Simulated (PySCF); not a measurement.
The system is SiAlCl2H3, in a box.

```
CELL_PARAMETERS angstrom
13.00000 0.00000 0.00000
0.00000 14.00000 0.00000
0.00000 0.00000 12.00000
ATOMIC_POSITIONS crystal
Si 0.44522 0.61518 0.46933
Al 0.51696 0.46003 0.51721
Cl 0.65484 0.44959 0.60613
Cl 0.44543 0.33201 0.47208
H 0.34716 0.60476 0.40681
H 0.42575 0.67099 0.57274
H 0.52002 0.66900 0.39954
```

Program: PySCF 2.14.0. Alike in all runs: task atomic charges; potentials or basis 6-31g* (all-electron); no spin polarisation; cell as given; k mesh 1 × 1 × 1; smearing fixed.

Question: Order these runs on this cell by their band gap on the k mesh, lowest first.
A. level TPSS+D3; three-body dispersion term no; three-centre integrals read from an earlier run's file
B. level B3PW91+D4; three-body dispersion term yes; three-centre integrals read from an earlier run's file; exxdiv ewald
C. level TPSSh+D4; three-body dispersion term yes; three-centre integrals read from an earlier run's file; exxdiv ewald
D. level PBE

Answer: D (4.65 eV), A (4.89 eV), C (5.63 eV), B (6.21 eV).

Caveats: this is a molecule in a periodic box at the Γ point, so its band gap is the HOMO-LUMO gap; the basis of atomic orbitals isn't converged, which shifts pressures, moduli and gaps.

